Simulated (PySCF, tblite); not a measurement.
# C7H11NSi: geometry, infrared bands and NMR shifts

Aim: predict the infrared bands and NMR shifts of C7H11NSi (`[H]/N=C\C=C1\CC=C[SiH2]C1`).

Programs: tblite 0.8.0 and PySCF 2.14.0, with density-fitted response routines of our own. Each step states its level of theory. These are calculated values for one molecule in the gas phase, unless marked as measured. Atoms count from 0, in the outputs and in this text.

## 1. The molecule as given

20 atoms, charge 0, multiplicity 1; geometry from: force field or distance geometry start.

Bonds of the start (Å): N0–C1 1.30, C1–C2 1.46, C2–C3 1.35, C3–C4 1.52, C4–C5 1.52, C5–C6 1.34, C6–Si7 1.85, Si7–C8 1.90, C8–C3 1.53, N0–H9 1.02, C1–H10 1.11, C2–H11 1.08, C4–H12 1.10, C4–H13 1.11, C5–H14 1.10, C6–H15 1.08, Si7–H16 1.49, Si7–H17 1.49, C8–H18 1.08, C8–H19 1.10.

## 2. Optimising the geometry with GFN2-xTB

The job: settings as JSON, then the geometry in Å.

```
{"job": {"kind": "relax", "xc": "GFN2-xTB", "basis": "xTB"}, "charge": 0, "multiplicity": 1}
N      3.946200    -0.494800    -0.200200
C      2.690300    -0.637800     0.103900
C      1.697600     0.435200     0.048100
C      0.383400     0.327800     0.357100
C     -0.531200     1.539100     0.246900
C     -1.786500     1.325300    -0.591700
C     -2.362100     0.155000    -0.898900
Si    -1.704200    -1.469800    -0.298400
C     -0.291700    -0.952100     0.863200
H      4.128500     0.466100    -0.496400
H      2.358700    -1.634800     0.450800
H      2.073300     1.389400    -0.299100
H     -0.833000     1.871500     1.252600
H      0.024400     2.375700    -0.214300
H     -2.258700     2.247100    -0.947700
H     -3.267600     0.106500    -1.481600
H     -2.750300    -2.235500     0.432100
H     -1.187300    -2.261800    -1.450200
H      0.380500    -1.793300     0.982600
H     -0.715400    -0.748200     1.860000
```

The run is started by

```bash
$ OMP_NUM_THREADS=1 python probes_run.py task.json out
```

This one command runs all jobs of the session in turn.

**Question.** This job is followed by: GFN2-xTB harmonic vibrations, gas phase; GIAO PBE0/pcSseg-1 NMR shielding, non-relativistic, gas phase. What will the session give for the following? strongest single infrared mode (GFN2-xTB); zero-point energy (GFN2-xTB); 13C shifts against TMS (PBE0/pcSseg-1); 1H shifts against TMS (PBE0/pcSseg-1, means over atoms taken as alike); 15N shifts against NH3 (PBE0/pcSseg-1); 29Si shifts against TMS (PBE0/pcSseg-1).

**Answer**, as computed:

```
                                                              quantity                                                value
                             strongest single infrared mode (GFN2-xTB)                                1646 cm⁻¹, 423 km/mol
                                          zero-point energy (GFN2-xTB)                                        98.4 kcal/mol
                                13C shifts against TMS (PBE0/pcSseg-1)    168.1, 159.9, 156.3, 129.0, 125.2, 47.6, 19.4 ppm
1H shifts against TMS (PBE0/pcSseg-1, means over atoms taken as alike)  10.51, 8.57, 7.10, 5.89, 5.57, 4.60, 3.01, 2.38 ppm
                                15N shifts against NH3 (PBE0/pcSseg-1)                                            357.1 ppm
                               29Si shifts against TMS (PBE0/pcSseg-1)                                            -43.7 ppm
```

In words: The optimisation took 91 steps and gained 0.227 eV; among the close pairs (by a distance rule), C3–C8 changed most, from 1.533 to 1.479 Å. No mode is imaginary among the 54: a minimum at this level. The strongest single mode, at 1646 cm⁻¹, moves mainly C2 and C3. Unscaled tight-binding wavenumbers are off by several per cent, some by more. Its intensities can rank the bands wrongly. At PBE0/pcSseg-1: The widest tensor belongs to N0: span 640 ppm, with a paramagnetic part of -411 ppm.
